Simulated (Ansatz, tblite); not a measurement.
# The cluster Ge22PH32: one state, many levels

The task here is to estimate one member of a computed series from the others.

Program: Ansatz 0.2.0, Gaussian basis. Level of theory: as each input shows. These are calculated values, not measurements.

Levels to be run: GFN1-xTB, GFN2-xTB, PBE-D4/def2-SVP, r2SCAN-D4/def2-SVP, B3LYP-D4/def2-SVP, r2SCAN-D4/def2-mTZVP, HF/6-31G, B3LYP-D4/6-31G.

1 further run of the same task is left out (set aside as unsound or not needed). Runs told in other sessions of the task aren't counted.

## The geometry

The geometry is that of the doublet, from an earlier relaxation (PBE-D4/def2-SVP).

55 atoms, charge 0, spin multiplicity 2.

Bond lengths: Ge1–Ge12 2.449 Å, Ge1–Ge16 2.445 Å, Ge1–H24 1.559 Å, Ge1–H25 1.556 Å, Ge2–Ge15 2.442 Å, Ge2–Ge17 2.448 Å, Ge2–H26 1.558 Å, Ge2–H27 1.555 Å, Ge3–Ge13 2.451 Å, Ge3–Ge18 2.445 Å, Ge3–Ge19 2.442 Å, Ge3–H28 1.561 Å, Ge4–Ge15 2.447 Å, Ge4–Ge18 2.444 Å, Ge4–Ge20 2.450 Å, Ge4–H29 1.562 Å, P5–Ge12 2.364 Å, P5–Ge13 2.354 Å and more. Angles: Ge12–Ge1–Ge16 113.1°, Ge12–Ge1–H24 106.9°, Ge12–Ge1–H25 108.9°, Ge16–Ge1–H24 109.8°, Ge16–Ge1–H25 110.6°, H24–Ge1–H25 107.4°, Ge15–Ge2–Ge17 107.1°, Ge15–Ge2–H26 108.8°, Ge15–Ge2–H27 112.4°, Ge17–Ge2–H26 109.0°, Ge17–Ge2–H27 111.4°, H26–Ge2–H27 108.1°, Ge13–Ge3–Ge18 110.5°, Ge13–Ge3–Ge19 110.7°, Ge13–Ge3–H28 107.3°, Ge18–Ge3–Ge19 107.9°, Ge18–Ge3–H28 110.6°, Ge19–Ge3–H28 109.8° and more.

PBE0-D4/def2-SVP was run before; its log isn't repeated, and its numbers join the tables.

Set-up of the first run:

Tight binding, by tblite at 300 K electronic temperature and without a spin-polarisation term:

```python
tblite.interface.Calculator('GFN1-xTB', numbers, positions, charge=0, uhf=1).singlepoint()
```

Tight binding, by tblite at 300 K electronic temperature and without a spin-polarisation term:

```python
tblite.interface.Calculator('GFN2-xTB', numbers, positions, charge=0, uhf=1).singlepoint()
```

start.molden holds the orbitals of an earlier run on this state, given as this run's starting guess.

in.yaml

```yaml
crystal:
  periodic: [false, false, false]
  atoms:
    - {symbol: Ge, position_ang: [-1.795547, -3.581961, 1.570908]}
    - {symbol: Ge, position_ang: [1.392327, -3.332661, -1.411358]}
    - {symbol: Ge, position_ang: [-2.035004, 1.770791, -4.258021]}
    - {symbol: Ge, position_ang: [1.081066, -0.589829, -4.225319]}
    - {symbol: P, position_ang: [-1.303695, -0.645649, -1.146124]}
    - {symbol: Ge, position_ang: [-0.109792, 1.324720, 1.366322]}
    - {symbol: Ge, position_ang: [1.185946, -0.737762, 1.875575]}
    - {symbol: Ge, position_ang: [1.008687, 2.720253, -1.860202]}
    - {symbol: Ge, position_ang: [-1.788116, -0.568665, 4.216803]}
    - {symbol: Ge, position_ang: [1.551649, 1.665277, 4.809957]}
    - {symbol: Ge, position_ang: [3.739275, -0.094237, -1.180931]}
    - {symbol: Ge, position_ang: [-2.743173, -2.320858, -0.303033]}
    - {symbol: Ge, position_ang: [-2.955886, 0.281197, -2.543707]}
    - {symbol: Ge, position_ang: [-2.325584, 0.988983, 2.396934]}
    - {symbol: Ge, position_ang: [-0.204141, -2.018356, -2.709472]}
    - {symbol: Ge, position_ang: [-0.399306, -2.214711, 3.040515]}
    - {symbol: Ge, position_ang: [2.526782, -1.788811, 0.113254]}
    - {symbol: Ge, position_ang: [-0.488084, 0.554816, -5.709367]}
    - {symbol: Ge, position_ang: [-0.805510, 3.613829, -3.230413]}
    - {symbol: Ge, position_ang: [2.397221, 1.007740, -2.915461]}
    - {symbol: Ge, position_ang: [0.877144, 3.020893, 2.876122]}
    - {symbol: Ge, position_ang: [2.777106, -0.110475, 3.653915]}
    - {symbol: Ge, position_ang: [-0.420951, 0.646603, 5.853193]}
    - {symbol: H, position_ang: [-2.996187, -4.165297, 2.376576]}
    - {symbol: H, position_ang: [-0.983366, -4.783602, 1.008510]}
    - {symbol: H, position_ang: [2.443392, -3.947823, -2.383761]}
    - {symbol: H, position_ang: [0.711899, -4.496415, -0.636597]}
    - {symbol: H, position_ang: [-3.237079, 2.331067, -5.081495]}
    - {symbol: H, position_ang: [2.058604, -1.501568, -5.032500]}
    - {symbol: H, position_ang: [0.354600, 2.074097, -0.531028]}
    - {symbol: H, position_ang: [1.935223, 3.874750, -1.366101]}
    - {symbol: H, position_ang: [-3.035243, -1.219014, 4.897509]}
    - {symbol: H, position_ang: [2.394555, 2.431027, 5.879042]}
    - {symbol: H, position_ang: [4.973205, -0.766778, -1.857287]}
    - {symbol: H, position_ang: [4.274859, 0.999893, -0.207152]}
    - {symbol: H, position_ang: [-3.130055, -3.284814, -1.467371]}
    - {symbol: H, position_ang: [-4.038164, -1.593908, 0.163070]}
    - {symbol: H, position_ang: [-3.784320, -0.857309, -3.217030]}
    - {symbol: H, position_ang: [-3.906482, 1.075133, -1.598633]}
    - {symbol: H, position_ang: [-3.386037, 0.387683, 1.429579]}
    - {symbol: H, position_ang: [-2.879049, 2.342671, 2.932874]}
    - {symbol: H, position_ang: [-1.229547, -2.891707, -3.503005]}
    - {symbol: H, position_ang: [0.358225, -3.152951, 4.032597]}
    - {symbol: H, position_ang: [3.617837, -2.610361, 0.877247]}
    - {symbol: H, position_ang: [-1.248644, -0.489193, -6.577766]}
    - {symbol: H, position_ang: [0.242607, 1.545756, -6.662045]}
    - {symbol: H, position_ang: [-0.234473, 4.531128, -4.351455]}
    - {symbol: H, position_ang: [-1.748464, 4.475181, -2.339884]}
    - {symbol: H, position_ang: [3.376152, 1.723539, -3.900468]}
    - {symbol: H, position_ang: [2.140833, 3.698334, 2.263389]}
    - {symbol: H, position_ang: [-0.141620, 4.142236, 3.237578]}
    - {symbol: H, position_ang: [4.106172, 0.435587, 3.050009]}
    - {symbol: H, position_ang: [3.116220, -1.332383, 4.557156]}
    - {symbol: H, position_ang: [-1.294547, 1.742977, 6.533199]}
    - {symbol: H, position_ang: [0.043979, -0.339963, 6.965653]}
basis:
  gaussian: {orbitals: def2-SVP, fitting: {mean_field: def2-universal-jkfit}, initial_orbitals: start.molden}
magnetization: {spin_polarized: true, initial_magnetization: 1}
hamiltonian: {xc: pbe, dispersion: d4}
scf: {omitted_lower_state_checks: [starts]}
output: {forces: true, orbitals: {seedname: orbitals}}
```

On the command line:

```bash
$ ansatz run in.yaml --threads 11 --pin off --events-out ev --progress --plain --max-ram 174080MiB --backend cuda --devices 0, --max-vram 75GiB
```

Steps of the session up to this table: PBE-D4/def2-SVP; r2SCAN-D4/def2-SVP; B3LYP-D4/def2-SVP; r2SCAN-D4/def2-mTZVP; HF/6-31G; B3LYP-D4/6-31G.

One of the session's tables, all rows but one given; the rest of the session is left out.

It belongs to the step «Binding energy». 

| level | binding an atom (eV) |
| --- | --- |
| HF/6-31G | ? |
| PBE-D4/def2-SVP | 2.883 |
| r2SCAN-D4/def2-SVP | 2.905 |
| r2SCAN-D4/def2-mTZVP | 2.877 |
| B3LYP-D4/6-31G | 2.797 |
| B3LYP-D4/def2-SVP | 2.849 |
| PBE0-D4/def2-SVP | 2.879 |

Q: Estimate the row for HF/6-31G from the others.

The run gave: binding an atom (eV): 1.835. In the column «binding an atom (eV)» it is the lowest.

Caveats from the session: Free atoms were run apart at each level; binding is atoms less cluster, divided by the number of atoms, without zero-point or spin-orbit terms.
